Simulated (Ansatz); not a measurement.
# CH3AlBF: the cost of one run

Method: RKS B3LYP-D4/def2-SVP, in Ansatz 0.2.0.

### 1 The system as given

Bond lengths: B1–C2 1.376 Å, C2–Al3 1.967 Å, Al3–F4 1.653 Å, B1–H5 1.149 Å, C2–H6 1.078 Å, Al3–H7 1.527 Å. Angles: B1–C2–Al3 109.1°, B1–C2–H6 139.2°, Al3–C2–H6 111.7°, C2–B1–H5 174.1°, C2–Al3–F4 125.2°, C2–Al3–H7 124.9°, F4–Al3–H7 109.9°.

Structure file:

```xyz
7

B    -1.1532    1.1079   -0.1483
C     0.0266    0.8277    0.5014
Al    0.6784   -0.9354   -0.0775
F    -0.0693   -1.9133   -1.1812
H    -2.1254    1.2374   -0.7461
H     0.6877    1.2795    1.2230
H     1.9551   -1.6039    0.4286
```

### 2 End point A

Contents of input.yaml:

```yaml
crystal:
  periodic: [false, false, false]
  atoms:
    - { symbol: B, position_ang: [-1.1532, 1.10791, -0.14827] }
    - { symbol: C, position_ang: [0.02656, 0.8277, 0.50142] }
    - { symbol: Al, position_ang: [0.67841, -0.93535, -0.07754] }
    - { symbol: F, position_ang: [-0.06932, -1.91329, -1.18117] }
    - { symbol: H, position_ang: [-2.12536, 1.23743, -0.7461] }
    - { symbol: H, position_ang: [0.68775, 1.27949, 1.22304] }
    - { symbol: H, position_ang: [1.95515, -1.6039, 0.42863] }
basis:
  gaussian: { orbitals: def2-SVP }
hamiltonian:
  xc: b3lyp
  dispersion: d4
relax:
  f_tol: 0.015
  max_steps: 40
```

The run is started by

```sh
$ ansatz run input.yaml --threads 1 --pin off --max-ram 2048MiB --backend cpu --events-out ev --progress --plain --runs-dir out
```

What time and memory should one allow on 1 thread of AMD EPYC 7R43 (Zen 3), shared host?

About 19 s, with a peak of 0.18 GiB.
